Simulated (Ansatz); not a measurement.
# C₂H₇BFNO: vertical ionisation energy

Aim: the vertical ionisation energy of C₂H₇BFNO, as cation minus neutral at the neutral's geometry, on several levels, and how well −ε(HOMO) stands in for it.

The runs use Ansatz 0.2.0, Gaussian basis; unrestricted cation, the program's frozen cores in correlated methods.

The runs, in order: UKS PBE-D4/def2-TZVPP; UKS r2SCAN-D4/def2-TZVPP; UKS PBE0-D4/def2-TZVPP; UKS B3LYP-D4/def2-TZVPP; UKS wB97X-V/def2-TZVPP; UKS wB97M-V/def2-TZVPP; UKS B2PLYP/def2-TZVPP; UHF-CCSD(T)/def2-TZVPP; UHF-MP2/def2-QZVPP; extrapolation to the limit; then −ε(HOMO) from the neutral's earlier runs with LDA (SPW92), PBE-D4, revPBE-D4, BLYP-D4, r2SCAN-D4, B97M-V, PBE0-D4, B3LYP-D4, r2SCANh-D4, r2SCAN0-D4, HSE06-D4, BHLYP-D4, CAM-B3LYP-D4, LC-ωPBE, ωB97X-V, ωB97M-V.

## Step 1: The relaxed structure

An earlier PBE0-D4 in a triple-zeta def2 set relaxation fixed the geometry.

13 atoms, charge 0, spin multiplicity 1.

Atoms are counted from 1 here; the program's logs count them from 0.

Bond lengths: C1–N2 1.444 Å, C1–H7 1.088 Å, C1–H8 1.097 Å, C1–H9 1.097 Å, N2–C3 1.438 Å, N2–B4 1.409 Å, C3–H10 1.097 Å, C3–H11 1.097 Å, C3–H12 1.091 Å, B4–O5 1.365 Å, B4–F6 1.340 Å, O5–H13 0.957 Å. Angles: N2–C1–H7 110.2°, N2–C1–H8 111.0°, N2–C1–H9 111.0°, H7–C1–H8 108.5°, H7–C1–H9 108.5°, H8–C1–H9 107.6°, C1–N2–C3 113.4°, C1–N2–B4 122.0°, C3–N2–B4 124.6°, N2–C3–H10 111.3°, N2–C3–H11 111.3°, N2–C3–H12 111.8°, H10–C3–H11 107.6°, H10–C3–H12 107.3°, H11–C3–H12 107.3°, N2–B4–O5 126.3°, N2–B4–F6 118.7°, O5–B4–F6 115.1° and more.

## Step 2: Cation, UKS PBE-D4/def2-TZVPP

File in.yaml:

```yaml
crystal:
  periodic: [false, false, false]
  atoms:
    - {symbol: C, position_ang: [-0.406931, -1.230668, 0.851415]}
    - {symbol: N, position_ang: [-0.097846, -0.058376, 0.067405]}
    - {symbol: C, position_ang: [1.259900, -0.028920, -0.404864]}
    - {symbol: B, position_ang: [-1.057217, 0.940471, -0.191808]}
    - {symbol: O, position_ang: [-0.861426, 2.078494, -0.919456]}
    - {symbol: F, position_ang: [-2.291597, 0.791424, 0.308681]}
    - {symbol: H, position_ang: [-1.443139, -1.199855, 1.181056]}
    - {symbol: H, position_ang: [0.237683, -1.292310, 1.736895]}
    - {symbol: H, position_ang: [-0.255655, -2.146010, 0.266017]}
    - {symbol: H, position_ang: [1.971896, -0.044087, 0.429774]}
    - {symbol: H, position_ang: [1.478568, -0.894404, -1.042820]}
    - {symbol: H, position_ang: [1.465734, 0.867915, -0.991421]}
    - {symbol: H, position_ang: [0.020528, 2.181526, -1.276076]}
basis:
  gaussian: {orbitals: def2-TZVPP}
total_charge: 1
magnetization: {spin_polarized: true, initial_magnetization: 1}
hamiltonian: {xc: pbe, dispersion: d4}
```

Started as:

```
$ ansatz run in.yaml --threads 2 --pin off --events-out ev --progress --plain --max-ram 32768MiB --backend cuda --devices 0, --max-vram 18GiB
```

The log of the run:

```text
Functional definition: PBE
  name "PBE"
  cite "Perdew, Burke & Ernzerhof, Phys. Rev. Lett. 77, 3865 (1996) doi:10.1103/PhysRevLett.77.3865"
  parent pbe
  parameter kappa = 0.804
  parameter beta = 0.06672455060314922
  exchange = pbe_x(kappa = kappa, mu = beta*pi^2/3)
  correlation = pbe_c(beta = beta)
1404 factors; their error is unknown
mean field evaluation 1: about -9085.3619 eV, gradient 7.7e1 eV
mean field evaluation 2: about -9043.6598 eV, gradient 1.2e2 eV
mean field evaluation 4: about -9106.1687 eV, gradient 1.1e1 eV
mean field evaluation 8: about -9106.6163 eV, gradient 3.2e-1 eV
mean field evaluation 16: about -9106.5848 eV, gradient 1.6e-3 eV
mean field -9106.58475922 eV, -334.6608172365 hartree, gradient 2.4e-5 eV, S^2 0.753091; 1 other end points of the search recorded, 0 dependent functions left out
reference -9106.58480037 eV, -334.6608187489 hartree; 24, 23 occupied and 260, 261 virtual orbitals, 1404 factors
Total energy: -9106.79647070 eV, -334.6685974898 hartree
```

Wall time 16 s (1 × H100 (card shared with other runs) with 2 threads of AMD EPYC 7R13, shared host); peak host memory 0.86 GiB.

Less the neutral's -9115.7293 eV (earlier run), this gives 8.933 eV. ⟨S²⟩ = 0.753.

## Step 3: Cation, UKS r2SCAN-D4/def2-TZVPP

Changes to in.yaml since step 2:

```diff
@@ -20,2 +20,2 @@
 magnetization: {spin_polarized: true, initial_magnetization: 1}
-hamiltonian: {xc: pbe, dispersion: d4}
+hamiltonian: {xc: r2scan, dispersion: d4}
```

Same command.

The log of the run:

```text
Functional definition: r2SCAN
  name "r2SCAN"
  cite "Furness, Kaplan, Ning, Perdew & Sun, J. Phys. Chem. Lett. 11, 8208 (2020) doi:10.1021/acs.jpclett.0c02405"
  cite "Furness, Kaplan, Ning, Perdew & Sun, J. Phys. Chem. Lett. 11, 9248 (2020) doi:10.1021/acs.jpclett.0c03077"
  parent r2scan
  parameter k0 = 0.174
  parameter k1 = 0.065
  parameter a1 = 4.9479
  exchange = r2scan_x(k0 = k0, k1 = k1, a1 = a1)
  correlation = r2scan_c
1404 factors; their error is unknown
mean field evaluation 1: about -9094.7766 eV, gradient 7.1e1 eV
mean field evaluation 2: about -9071.3313 eV, gradient 1.0e2 eV
mean field evaluation 4: about -9112.4700 eV, gradient 6.2e0 eV
mean field evaluation 8: about -9112.6354 eV, gradient 3.8e-1 eV
mean field evaluation 16: about -9112.6099 eV, gradient 6.7e-3 eV
mean field -9112.60992148 eV, -334.8822378656 hartree, gradient 3.5e-5 eV, S^2 0.757022; 0 other end points of the search recorded, 0 dependent functions left out
reference -9112.60993563 eV, -334.8822383857 hartree; 24, 23 occupied and 260, 261 virtual orbitals, 1404 factors
Total energy: -9112.66423100 eV, -334.8842337037 hartree
```

Wall time 14 s (1 × H100 (card shared with other runs) with 2 threads of AMD EPYC 7R13, shared host); peak host memory 0.92 GiB.

The neutral molecule at this level: -9121.6007 eV. Difference: 8.936 eV. ⟨S²⟩ = 0.757.

## Step 4: Cation, UKS PBE0-D4/def2-TZVPP

Changes to in.yaml since step 3:

```diff
@@ -20,2 +20,2 @@
 magnetization: {spin_polarized: true, initial_magnetization: 1}
-hamiltonian: {xc: r2scan, dispersion: d4}
+hamiltonian: {xc: pbe0, dispersion: d4}
```

Launched as before.

The log of the run:

```text
Functional definition: PBE0
  name "PBE0"
  cite "Adamo & Barone, J. Chem. Phys. 110, 6158 (1999) doi:10.1063/1.478522"
  cite "Perdew, Burke & Ernzerhof, Phys. Rev. Lett. 77, 3865 (1996) doi:10.1103/PhysRevLett.77.3865"
  parent pbe
  parameter a = 0.25
  parameter kappa = 0.804
  parameter beta = 0.06672455060314922
  exchange = (1 - a)*pbe_x(kappa = kappa, mu = beta*pi^2/3) + a*exact_x
  correlation = pbe_c(beta = beta)
1404 factors; their error is unknown
mean field evaluation 1: about -9092.7988 eV, gradient 6.4e1 eV
mean field evaluation 2: about -9082.9802 eV, gradient 8.2e1 eV
mean field evaluation 4: about -9106.9903 eV, gradient 4.3e0 eV
mean field evaluation 8: about -9107.0607 eV, gradient 2.3e-1 eV
mean field evaluation 16: about -9107.0732 eV, gradient 1.1e-3 eV
mean field -9107.07324291 eV, -334.6787686810 hartree, gradient 3.4e-5 eV, S^2 0.755935; 0 other end points of the search recorded, 0 dependent functions left out
reference -9107.07327324 eV, -334.6787697957 hartree; 24, 23 occupied and 260, 261 virtual orbitals, 1404 factors
Total energy: -9107.25027012 eV, -334.6852743108 hartree
```

It took 17 s on 1 × H100 (card shared with other runs) with 2 threads of AMD EPYC 7R13, shared host; peak host memory 0.87 GiB.

The neutral molecule at this level: -9116.3698 eV. Difference: 9.120 eV. ⟨S²⟩ = 0.756.

## Step 5: Cation, UKS B3LYP-D4/def2-TZVPP

Changes to in.yaml since step 4:

```diff
@@ -20,2 +20,2 @@
 magnetization: {spin_polarized: true, initial_magnetization: 1}
-hamiltonian: {xc: pbe0, dispersion: d4}
+hamiltonian: {xc: {name: B3LYP}, dispersion: d4}
```

Launched as before.

The log of the run, shortened:

```text
Functional definition: B3LYP
  name "B3LYP"
  cite "Stephens, Devlin, Chabalowski & Frisch, J. Phys. Chem. 98, 11623 (1994) doi:10.1021/j100096a001"
  cite "Becke, Phys. Rev. A 38, 3098 (1988) doi:10.1103/PhysRevA.38.3098"
  cite "Lee, Yang & Parr, Phys. Rev. B 37, 785 (1988) doi:10.1103/PhysRevB.37.785"
  cite "Vosko, Wilk & Nusair, Can. J. Phys. 58, 1200 (1980) doi:10.1139/p80-159"
[...]
1404 factors; their error is unknown
[...]
mean field -9117.46717506 eV, -335.0607386421 hartree, gradient 2.2e-5 eV, S^2 0.755205; 0 other end points of the search recorded, 0 dependent functions left out
reference -9117.46742773 eV, -335.0607479278 hartree; 24, 23 occupied and 260, 261 virtual orbitals, 1404 factors
Total energy: -9117.80422449 eV, -335.0731249802 hartree
```

It took 14 s on 1 × H100 (card shared with other runs) with 2 threads of AMD EPYC 7R13, shared host; peak host memory 0.88 GiB.

Less the neutral's -9126.9962 eV (earlier run), this gives 9.192 eV. ⟨S²⟩ = 0.755.

## Step 6: Cation, UKS wB97X-V/def2-TZVPP

Changes to in.yaml since step 5:

```diff
@@ -20,2 +20,2 @@
 magnetization: {spin_polarized: true, initial_magnetization: 1}
-hamiltonian: {xc: {name: B3LYP}, dispersion: d4}
+hamiltonian: {xc: {name: wB97X-V}}
```

Launched as before.

The log of the run, shortened:

```text
Functional definition: wB97X-V
  name "wB97X-V"
  cite "Mardirossian & Head-Gordon, Phys. Chem. Chem. Phys. 16, 9904 (2014) doi:10.1039/C3CP54374A"
  cite "Becke, J. Chem. Phys. 107, 8554 (1997) doi:10.1063/1.475007"
  cite "Vydrov & Van Voorhis, J. Chem. Phys. 133, 244103 (2010) doi:10.1063/1.3521275"
[...]
      + integral(e_c_pw_opposite_spin*poly(b97_u_opposite, cos0, cos1)) + vv10(b, c)
1404 factors; their error is unknown
355 factors; integrals over basis functions are off by at most 7.9e-6 eV
[...]
mean field -9114.20945546 eV, -334.9410196553 hartree, gradient 8.5e-5 eV, S^2 0.755189; 0 other end points of the search recorded, 0 dependent functions left out
reference -9114.20945348 eV, -334.9410195822 hartree; 24, 23 occupied and 260, 261 virtual orbitals, 1404 factors
Total energy: -9114.20945348 eV, -334.9410195822 hartree
```

Wall time 18 s (1 × H100 (card shared with other runs) with 2 threads of AMD EPYC 7R13, shared host); peak host memory 0.98 GiB.

Less the neutral's -9123.4430 eV (earlier run), this gives 9.234 eV. ⟨S²⟩ = 0.755.

## Step 7: Cation, UKS wB97M-V/def2-TZVPP

Changes to in.yaml since step 6:

```diff
@@ -20,2 +20,2 @@
 magnetization: {spin_polarized: true, initial_magnetization: 1}
-hamiltonian: {xc: {name: wB97X-V}}
+hamiltonian: {xc: {name: wB97M-V}}
```

Same command.

The log of the run, shortened:

```text
Functional definition: wB97M-V
  name "wB97M-V"
  cite "Mardirossian & Head-Gordon, J. Chem. Phys. 144, 214110 (2016) doi:10.1063/1.4952647"
  cite "Becke, J. Chem. Phys. 107, 8554 (1997) doi:10.1063/1.475007"
  cite "Vydrov & Van Voorhis, J. Chem. Phys. 133, 244103 (2010) doi:10.1063/1.3521275"
  # Of w^i u^j: cxij and so on, Table III.
[...]
  gx(w, u) = 1 - cx + cx01*u + cx10*w
  gss(w, u) = css00 + css04*u^4 + css10*w + css20*w^2 + css43*w^4*u^3
  gos(w, u) = cos00 + cos10*w + (cos20 + cos21*u)*w^2 + (cos60 + cos61*u)*w^6
[...]
      + integral(e_c_pw_mod_opposite_spin*gos(b97_w_opposite, b97_u_opposite)) + vv10(b, c)
1404 factors; their error is unknown
355 factors; integrals over basis functions are off by at most 7.9e-6 eV
[...]
mean field -9113.75056848 eV, -334.9241558695 hartree, gradient 7.6e-5 eV, S^2 0.754565; 0 other end points of the search recorded, 0 dependent functions left out
reference -9113.75061845 eV, -334.9241577061 hartree; 24, 23 occupied and 260, 261 virtual orbitals, 1404 factors
Total energy: -9113.75061845 eV, -334.9241577061 hartree
```

It took 19 s on 1 × H100 (card shared with other runs) with 2 threads of AMD EPYC 7R13, shared host; peak host memory 1.1 GiB.

Less the neutral's -9122.9797 eV (earlier run), this gives 9.229 eV. ⟨S²⟩ = 0.755.

## Step 8: Cation, UKS B2PLYP (frozen core)/def2-TZVPP

Changes to in.yaml since step 7:

```diff
@@ -20,2 +20,2 @@
 magnetization: {spin_polarized: true, initial_magnetization: 1}
-hamiltonian: {xc: {name: wB97M-V}}
+hamiltonian: {xc: {name: B2PLYP}}
```

The command is unchanged.

The log of the run, shortened:

```text
Functional definition: B2PLYP
  name "B2PLYP"
  cite "Grimme, J. Chem. Phys. 124, 034108 (2006) doi:10.1063/1.2148954"
  cite "Becke, Phys. Rev. A 38, 3098 (1988) doi:10.1103/PhysRevA.38.3098"
  cite "Lee, Yang & Parr, Phys. Rev. B 37, 785 (1988) doi:10.1103/PhysRevB.37.785"
[...]
1722 factors; integrals over basis functions are off by at most 9.8e-4 eV
[...]
mean field -9100.78454014 eV, -334.4476631167 hartree, gradient 4.6e-6 eV, S^2 0.758929; 0 other end points of the search recorded, 0 dependent functions left out
6 core orbitals not correlated: weight in the atoms' cores, before any rotation towards them, 1.000 or more for the frozen orbitals, at most 0.000 for the correlated occupied ones
reference -9100.78469867 eV, -334.4476689426 hartree; 18, 17 occupied and 260, 261 virtual orbitals, 1722 factors
second order -35.97914035 eV of doubles, -0.00000000 eV of singles
Total energy: -9110.49906656 eV, -334.8046653781 hartree
```

It took 18 s on 1 × H100 (card shared with other runs) with 2 threads of AMD EPYC 7R13, shared host; peak host memory 1.3 GiB.

Less the neutral's -9119.6994 eV (earlier run), this gives 9.200 eV. ⟨S²⟩ = 0.759.

## Step 9: Cation, UHF-CCSD(T)/def2-TZVPP

Changes to in.yaml since step 8:

```diff
@@ -20,2 +20,3 @@
 magnetization: {spin_polarized: true, initial_magnetization: 1}
-hamiltonian: {xc: {name: B2PLYP}}
+correlation: {method: ccsd_t}
+scf: {omitted_lower_state_checks: [cluster_reference]}
```

Launched as before.

The log of the run, shortened:

```text
Functional definition: HF
  name "HF"
  cite "Fock, Z. Phys. 61, 126 (1930) doi:10.1007/BF01340294"
  parent pbe
[...]
1722 factors; integrals over basis functions are off by at most 9.8e-4 eV
[...]
mean field -9067.97031862 eV, -333.2417627184 hartree, gradient 2.1e-6 eV, S^2 0.764619; 0 other end points of the search recorded, 0 dependent functions left out
6 core orbitals not correlated: weight in the atoms' cores, before any rotation towards them, 1.000 or more for the frozen orbitals, at most 0.000 for the correlated occupied ones
reference -9067.97031862 eV, -333.2417627184 hartree; 18, 17 occupied and 260, 261 virtual orbitals, 1722 factors
second order -29.75121520 eV of doubles, -0.00000000 eV of singles
cycle   1  -30.09568717 eV  change   -3.4e-1 eV  update   1.2e-1
[...]
cycle  13  -30.96137410 eV  change   -1.0e-5 eV  update   1.1e-5
perturbative correction -1.11948441 eV, -0.0411402932 hartree
Total energy: -9100.05117713 eV, -334.4207125233 hartree
Checks for a lower state left out: cluster_reference
```

It took 44 s on 1 × H100 (card shared with other runs) with 2 threads of AMD EPYC 7R13, shared host; peak host memory 0.84 GiB.

Less the neutral's -9109.3549 eV (earlier run), this gives 9.304 eV. ⟨S²⟩ = 0.765. T1 = 0.019 (report).

## Step 10: Cation, UHF-MP2/def2-QZVPP

Changes to in.yaml since step 9:

```diff
@@ -17,6 +17,6 @@
 basis:
-  gaussian: {orbitals: def2-TZVPP}
+  gaussian: {orbitals: "def2-QZVPP.json"}
 total_charge: 1
 magnetization: {spin_polarized: true, initial_magnetization: 1}
-correlation: {method: ccsd_t}
+correlation: {method: mp2}
 scf: {omitted_lower_state_checks: [cluster_reference]}
```

Same command.

The log of the run:

```text
Functional definition: HF
  name "HF"
  cite "Fock, Z. Phys. 61, 126 (1930) doi:10.1007/BF01340294"
  parent pbe
  exchange = exact_x
  correlation = 0
these checks for a lower state are left out or cut short: cluster_reference
3339 factors; integrals over basis functions are off by at most 8.6e-4 eV
mean field evaluation 1: about -9060.4799 eV, gradient 4.3e1 eV
mean field evaluation 2: about -9060.4813 eV, gradient 4.3e1 eV
mean field evaluation 4: about -9068.1107 eV, gradient 4.4e0 eV
mean field evaluation 8: about -9068.3965 eV, gradient 1.3e-1 eV
mean field -9068.39664649 eV, -333.2574299783 hartree, gradient 2.0e-6 eV, S^2 0.764672; 0 other end points of the search recorded, 0 dependent functions left out
6 core orbitals not correlated: weight in the atoms' cores, before any rotation towards them, 1.000 or more for the frozen orbitals, at most 0.000 for the correlated occupied ones
reference -9068.39664649 eV, -333.2574299783 hartree; 18, 17 occupied and 528, 529 virtual orbitals, 3339 factors
second order -32.03844075 eV of doubles, -0.00000000 eV of singles
Total energy: -9100.43508724 eV, -334.4348209595 hartree
Checks for a lower state left out: cluster_reference
```

It took 16 s on 1 × H100 (card shared with other runs) with 2 threads of AMD EPYC 7R13, shared host; peak host memory 1.2 GiB.

Less the neutral's -9110.0590 eV (earlier run), this gives 9.624 eV. ⟨S²⟩ = 0.765.

## Step 11: From triple and quadruple zeta to the limit

No new run: Hartree-Fock is extrapolated as exp(−7.88√X) and correlation as X^−2.97, with X = 3 and 4; only MP2 was run in the larger set, so CCSD(T) minus MP2 is added from the smaller one.

| level | energy at the limit (eV) |
| --- | --- |
| HF | -9068.4554 |
| MP2 | -9102.1880 |
| CCSD | -9103.3982 |
| CCSD(T) | -9104.5177 |

The neutral's limit, from its own earlier runs, is -9113.9727 eV in the additive form (MP2 limit plus CCSD(T) minus MP2 in triple zeta), in which the cation has -9104.5177 eV.

## Step 12: The ladder

Differences are taken before rounding.

| method | ionisation energy (eV) | from CCSD(T)/CBS (eV) | time |
| --- | --- | --- | --- |
| PBE-D4 | 8.93 | -0.52 | 28 s |
| r2SCAN-D4 | 8.94 | -0.52 | 29 s |
| PBE0-D4 | 9.12 | -0.34 | 31 s |
| B3LYP-D4 | 9.19 | -0.26 | 32 s |
| ωB97X-V | 9.23 | -0.22 | 33 s |
| ωB97M-V | 9.23 | -0.23 | 33 s |
| B2PLYP | 9.20 | -0.25 | 34 s |
| HF/def2-TZVPP | 8.20 | -1.26 |  |
| MP2/def2-TZVPP | 9.54 | +0.08 |  |
| CCSD/def2-TZVPP | 9.27 | -0.19 |  |
| CCSD(T)/def2-TZVPP | 9.30 | -0.15 | 59 s |
| CCSD(T)/CBS | 9.46 | 0 | 91 s |

Among the levels timed on like hardware and quicker than the yardstick, those that no quicker one beats, quickest first: PBE-D4 (28 s, -0.52 eV); r2SCAN-D4 (29 s, -0.52 eV); PBE0-D4 (31 s, -0.34 eV); B3LYP-D4 (32 s, -0.26 eV); ωB97M-V (33 s, -0.23 eV); ωB97X-V (33 s, -0.22 eV); CCSD(T)/def2-TZVPP (59 s, -0.15 eV).

Times add the cation's run and the neutral's; HF, MP2 and CCSD come out of the CCSD(T) runs.

Orbital estimates, from the neutral's runs:

| functional | −ε(HOMO) (eV) | by energy difference (eV) |
| --- | --- | --- |
| LDA (SPW92) | 5.79 |  |
| PBE-D4 | 5.65 | 8.93 |
| revPBE-D4 | 5.59 |  |
| BLYP-D4 | 5.55 |  |
| r2SCAN-D4 | 5.90 | 8.94 |
| B97M-V | 6.03 |  |
| PBE0-D4 | 7.01 | 9.12 |
| B3LYP-D4 | 6.81 | 9.19 |
| r2SCANh-D4 | 6.42 |  |
| r2SCAN0-D4 | 7.19 |  |
| HSE06-D4 | 6.61 |  |
| BHLYP-D4 | 8.32 |  |
| CAM-B3LYP-D4 | 8.42 |  |
| LC-ωPBE | 9.75 |  |
| ωB97X-V | 9.41 | 9.23 |
| ωB97M-V | 9.32 | 9.23 |

## Step 13: Summary of results

| quantity | value |
| --- | --- |
| ionisation energy, CCSD(T)/CBS | 9.46 eV |
| nearest functional by difference | ωB97X-V (-0.22 eV) |
| nearest −ε(HOMO) | ωB97X-V (-0.05 eV) |
| −ε(HOMO) of PBE | 5.65 eV |
| T1 of the cation | 0.019 |

In words: By cation minus neutral, the functionals miss by 0.52 eV at most. −ε(HOMO) of PBE misses by 3.8 eV, since self-interaction lifts the level. Among orbital estimates ωB97X-V comes nearest. Hartree-Fock falls 1.26 eV short, as the neutral has more correlation energy than the cation.

CCSD(T)/def2-TZVPP reaches 0.15 eV from the reference in 59 s, where CCSD(T)/CBS took 91 s; the quickest level in the cost chart, PBE-D4, takes 28 s and misses by 0.52 eV.
